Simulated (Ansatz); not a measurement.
**CH5InOS2: a ladder of functionals and wavefunction methods**

Aim: compute CH5InOS2 with functionals from several rungs and with coupled cluster, and see how far each lands from CCSD(T) at the basis-set limit for the atomisation energy.

The runs use Ansatz 0.2.0, Gaussian basis; functionals in def2-TZVPP, the program's frozen cores in correlated methods.

Plan: LDA (SPW92), PBE-D4, revPBE-D4, BLYP-D4, r2SCAN-D4, B97M-V, PBE0-D4, B3LYP-D4, r2SCANh-D4, r2SCAN0-D4, HSE06-D4, BHLYP-D4, CAM-B3LYP-D4, LC-ωPBE, ωB97X-V, ωB97M-V, B2PLYP, PBE-QIDH; CCSD(T)/def2-SVP; CCSD(T)/def2-TZVPP; MP2/def2-QZVPP; extrapolation to the limit; RPA on PBE.

## Step 1: Structure used throughout

An earlier PBE0-D4 in a triple-zeta def2 set relaxation fixed the geometry. In takes the def2 core potential; no spin-orbit term is included.

SMILES `C[O][In]([SH])[SH]`, 10 atoms, charge 0, spin multiplicity 1.

Atoms are counted from 1 here; the program's logs count them from 0.

Bond lengths: C1–O2 1.402 Å, C1–H6 1.099 Å, C1–H7 1.095 Å, C1–H8 1.099 Å, O2–In3 1.981 Å, In3–S4 2.360 Å, In3–S5 2.372 Å, S4–H9 1.345 Å, S5–H10 1.345 Å. Angles: O2–C1–H6 112.9°, O2–C1–H7 108.4°, O2–C1–H8 112.8°, H6–C1–H7 107.3°, H6–C1–H8 107.8°, H7–C1–H8 107.3°, C1–O2–In3 121.8°, O2–In3–S4 115.1°, O2–In3–S5 118.4°, S4–In3–S5 126.5°, In3–S4–H9 91.5°, In3–S5–H10 92.0°.

## Step 2: LDA

This LDA is Slater exchange with PW92 correlation.

in.yaml

```yaml
crystal:
  periodic: [false, false, false]
  atoms:
    - {symbol: C, position_ang: [-0.011811, 0.976191, 1.359078]}
    - {symbol: O, position_ang: [-0.168885, -0.346234, 0.919558]}
    - {symbol: In, position_ang: [-0.011810, -0.836079, -0.993858]}
    - {symbol: S, position_ang: [-0.317811, -3.127805, -1.469377]}
    - {symbol: S, position_ang: [0.457897, 0.880242, -2.562122]}
    - {symbol: H, position_ang: [0.982296, 1.386900, 1.131977]}
    - {symbol: H, position_ang: [-0.131156, 0.996009, 2.447494]}
    - {symbol: H, position_ang: [-0.762299, 1.658482, 0.935331]}
    - {symbol: H, position_ang: [-0.523127, -3.405842, -0.169374]}
    - {symbol: H, position_ang: [0.486706, 1.818156, -1.598705]}
basis:
  gaussian: {orbitals: def2-TZVPP}
hamiltonian: {xc: lda}
output: {orbitals: {seedname: orbitals}}
```

The run is started by

```
> ansatz run in.yaml --threads 4 --pin off --events-out ev --progress --plain --max-ram 10444MiB
```

Further steps of the session: PBE-D4 (GGA); revPBE-D4 (GGA); BLYP-D4 (GGA); r2SCAN-D4 (meta-GGA); B97M-V (meta-GGA); B3LYP-D4 (hybrid); r2SCANh-D4 (hybrid); r2SCAN0-D4 (hybrid); HSE06-D4 (hybrid); BHLYP-D4 (hybrid); CAM-B3LYP-D4 (range-separated); LC-ωPBE (range-separated); ωB97X-V (range-separated); ωB97M-V (range-separated); B2PLYP (double hybrid); PBE-QIDH (double hybrid); CCSD(T) in def2-SVP; CCSD(T) in def2-TZVPP; MP2 in def2-QZVPP; RPA on PBE orbitals.

Before running them: what should the planned runs give, taken together? Wanted: atomisation energy, CCSD(T)/CBS; farthest beyond LDA; mean size of error, GGA; mean size of error, meta-GGA; mean size of error, hybrid; mean size of error, range-separated; mean size of error, double hybrid; gap, smallest and largest; T1 diagnostic.

The runs gave:

| quantity | value |
| --- | --- |
| atomisation energy, CCSD(T)/CBS | 3217.8 kJ/mol |
| functionals within 32.2 kJ/mol (1.0 %) | r2SCAN-D4, B97M-V, PBE0-D4, r2SCANh-D4, HSE06-D4, ωB97X-V, ωB97M-V |
| farthest beyond LDA | BHLYP-D4 (-150.2 kJ/mol) |
| mean size of error, GGA | 48.9 kJ/mol |
| mean size of error, meta-GGA | 4.7 kJ/mol |
| mean size of error, hybrid | 60.5 kJ/mol |
| mean size of error, range-separated | 22.4 kJ/mol |
| mean size of error, double hybrid | 65.9 kJ/mol |
| gap, smallest and largest | 3.46 eV (LDA (SPW92)), 10.83 eV (LC-ωPBE) |
| T1 diagnostic | 0.0151 |
| triples share of the correlation energy | 3.9 % |

What this shows: LDA overbinds by 489.6 kJ/mol (15 %). PBE-D4 is off by +36.6 kJ/mol. Double hybrids carry the basis error of their MP2 part in triple zeta, and no dispersion term here, so their miss is partly the set-up's. The rungs meta-GGA, range-separated miss on average by less than the doubt on the reference (32.2 kJ/mol), so they tie. Misses under about 32.2 kJ/mol are within the doubt on the reference itself, which lacks core-valence correlation, spin-orbit coupling and higher excitations, and its outer-core shells are covered unevenly. All levels share the lack of spin-orbit coupling, which lowers the free heavy atoms and so the true binding. Hartree-Fock recovers 69 % of the binding; the rest is correlation. CCSD(T) in def2-SVP is off by -248.8 kJ/mol, which most functionals beat. The gap grows from 3.5 to 10.8 eV across the functionals, mostly with the share of exact exchange. Correlated methods include outer-core shells of In, which these sets cover unevenly.
